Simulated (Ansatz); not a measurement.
# FH5O3Si2: the cost of one run

Computed with Ansatz 0.2.0, Gaussian basis. Level: the settings change from run to run.

## Step 1: The geometry

The geometry comes from an earlier relaxation with PBE0-D4 in a triple-zeta def2 set; it is a stationary point, not always the lowest conformer.

11 atoms, charge 0, spin multiplicity 1.

Atoms are counted from 1 here; the program's logs count them from 0.

Bond lengths: O1–Si2 1.623 Å, O1–H7 0.958 Å, Si2–O3 1.618 Å, Si2–F4 1.588 Å, Si2–O5 1.606 Å, O3–H8 0.958 Å, O5–Si6 1.641 Å, Si6–H9 1.483 Å, Si6–H10 1.484 Å, Si6–H11 1.484 Å. Angles: Si2–O1–H7 118.5°, O1–Si2–O3 108.8°, O1–Si2–F4 108.0°, O1–Si2–O5 113.6°, O3–Si2–F4 111.4°, O3–Si2–O5 108.2°, F4–Si2–O5 106.8°, Si2–O3–H8 118.4°, Si2–O5–Si6 145.4°, O5–Si6–H9 107.5°, O5–Si6–H10 110.2°, O5–Si6–H11 110.1°, H9–Si6–H10 109.7°, H9–Si6–H11 109.8°, H10–Si6–H11 109.6°.

As a file:

```
O    -0.0617   -0.2403    2.2782
Si   -0.0326   -0.8012    0.7553
O    -1.5540   -1.0454    0.2602
F     0.8048   -2.1502    0.7457
O     0.6783    0.1948   -0.2842
Si    0.4544    1.1974   -1.5641
H     0.7463   -0.2687    2.7915
H    -2.1736   -1.4439    0.8719
H     1.7446    1.8797   -1.8256
H    -0.5897    2.2044   -1.2497
H     0.0487    0.4162   -2.7586
```

## Step 2: LC-wPBE/cc-pVTZ

Options: charge +1, multiplicity 2, atoms shaken by 0.08 Å.

File in.yaml:

```yaml
crystal:
  periodic: [false, false, false]
  atoms:
    - {symbol: O, position_ang: [-0.052975, -0.231292, 2.194141]}
    - {symbol: Si, position_ang: [-0.051352, -0.808859, 0.782483]}
    - {symbol: O, position_ang: [-1.443819, -1.126102, 0.379592]}
    - {symbol: F, position_ang: [0.687223, -2.101906, 0.791728]}
    - {symbol: O, position_ang: [0.665401, 0.230060, -0.189201]}
    - {symbol: Si, position_ang: [0.417412, 1.166345, -1.435011]}
    - {symbol: H, position_ang: [0.783654, -0.417145, 2.946052]}
    - {symbol: H, position_ang: [-2.051594, -1.578431, 0.805838]}
    - {symbol: H, position_ang: [1.686721, 1.881242, -1.774647]}
    - {symbol: H, position_ang: [-0.649648, 2.279879, -1.303707]}
    - {symbol: H, position_ang: [0.074688, 0.460084, -2.685827]}
basis:
  gaussian: {orbitals: cc-pVTZ}
total_charge: 1
magnetization: {spin_polarized: true, initial_magnetization: 1}
hamiltonian: {xc: {name: LC-wPBE}}
```

Run with:

```bash
> ansatz run in.yaml --threads 4 --pin off --events-out ev --progress --plain --max-ram 10444MiB
```

What time and memory should one allow on 4 threads of Arm Neoverse V1, shared host?

About 22 s, with a peak of 1.2 GiB.
